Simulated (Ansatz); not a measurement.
# CH₆BNO₂: small, medium and large basis sets

The task here is to estimate one member of a computed series from the others.

Method: one geometry, several basis sets; program: Ansatz 0.2.0, Gaussian basis.

Plan: PBE0-D4/def2-SVP; ωB97M-V/def2-SVP; PBE0-D4/def2-QZVPP; ωB97M-V/def2-QZVPP; the functionals' def2-TZVPP values are taken from earlier runs.

### The geometry

All runs share one geometry, relaxed beforehand with PBE0-D4 in a triple-zeta def2 set.

SMILES `COB(N)O`, 11 atoms, charge 0, spin multiplicity 1.

Atoms are counted from 1 here; the program's logs count them from 0.

Bond lengths: C1–O2 1.404 Å, C1–H6 1.096 Å, C1–H7 1.091 Å, C1–H8 1.096 Å, O2–B3 1.375 Å, B3–N4 1.409 Å, B3–O5 1.372 Å, N4–H9 1.002 Å, N4–H10 1.003 Å, O5–H11 0.959 Å. Angles: O2–C1–H6 111.6°, O2–C1–H7 108.2°, O2–C1–H8 111.6°, H6–C1–H7 108.3°, H6–C1–H8 108.8°, H7–C1–H8 108.3°, C1–O2–B3 120.9°, O2–B3–N4 123.5°, O2–B3–O5 117.8°, N4–B3–O5 118.7°, B3–N4–H9 124.3°, B3–N4–H10 121.1°, H9–N4–H10 114.6°, B3–O5–H11 111.1°.

Coordinates:

```xyz
11

C     0.7135    0.8516    1.1297
O    -0.4467    0.1025    0.8785
B    -0.6440   -0.5067   -0.3384
N     0.2758   -0.4319   -1.4037
O    -1.8010   -1.2231   -0.5148
H     0.8013    1.7018    0.4431
H     0.6544    1.2386    2.1477
H     1.6169    0.2360    1.0476
H     1.1441    0.0663   -1.3669
H     0.0952   -0.8909   -2.2775
H    -2.3441   -1.2011    0.2754
```

The first run:

in.yaml

```yaml
crystal:
  periodic: [false, false, false]
  atoms:
    - {symbol: C, position_ang: [0.713471, 0.851630, 1.129737]}
    - {symbol: O, position_ang: [-0.446658, 0.102459, 0.878476]}
    - {symbol: B, position_ang: [-0.643979, -0.506712, -0.338381]}
    - {symbol: N, position_ang: [0.275755, -0.431926, -1.403742]}
    - {symbol: O, position_ang: [-1.800965, -1.223139, -0.514835]}
    - {symbol: H, position_ang: [0.801303, 1.701772, 0.443054]}
    - {symbol: H, position_ang: [0.654410, 1.238634, 2.147650]}
    - {symbol: H, position_ang: [1.616902, 0.235971, 1.047612]}
    - {symbol: H, position_ang: [1.144072, 0.066322, -1.366916]}
    - {symbol: H, position_ang: [0.095206, -0.890922, -2.277492]}
    - {symbol: H, position_ang: [-2.344119, -1.201090, 0.275439]}
basis:
  gaussian: {orbitals: def2-SVP}
hamiltonian: {xc: pbe0, dispersion: d4}
output: {orbitals: {seedname: orbitals}}
```

Steps of the session up to this table: PBE0-D4 in def2-SVP; ωB97M-V in def2-SVP; PBE0-D4 in def2-QZVPP; ωB97M-V in def2-QZVPP.

One of the session's tables, all rows but one given; the rest of the session is left out.

It belongs to the step «Density functionals: the series». 

| functional | basis | HOMO (eV) | LUMO (eV) |
| --- | --- | --- | --- |
| PBE0-D4 | def2-SVP | ? | ? |
| PBE0-D4 | def2-TZVPP | -7.57 | 0.86 |
| PBE0-D4 | def2-QZVPP | -7.63 | 0.51 |
| ωB97M-V | def2-SVP | -9.69 | 3.34 |
| ωB97M-V | def2-TZVPP | -9.99 | 2.18 |
| ωB97M-V | def2-QZVPP | -10.04 | 1.64 |

**Question.** Estimate the row for PBE0-D4, def2-SVP.

The run gave: HOMO (eV): -7.28; LUMO (eV): 1.72. In the column «HOMO (eV)» it is the highest.
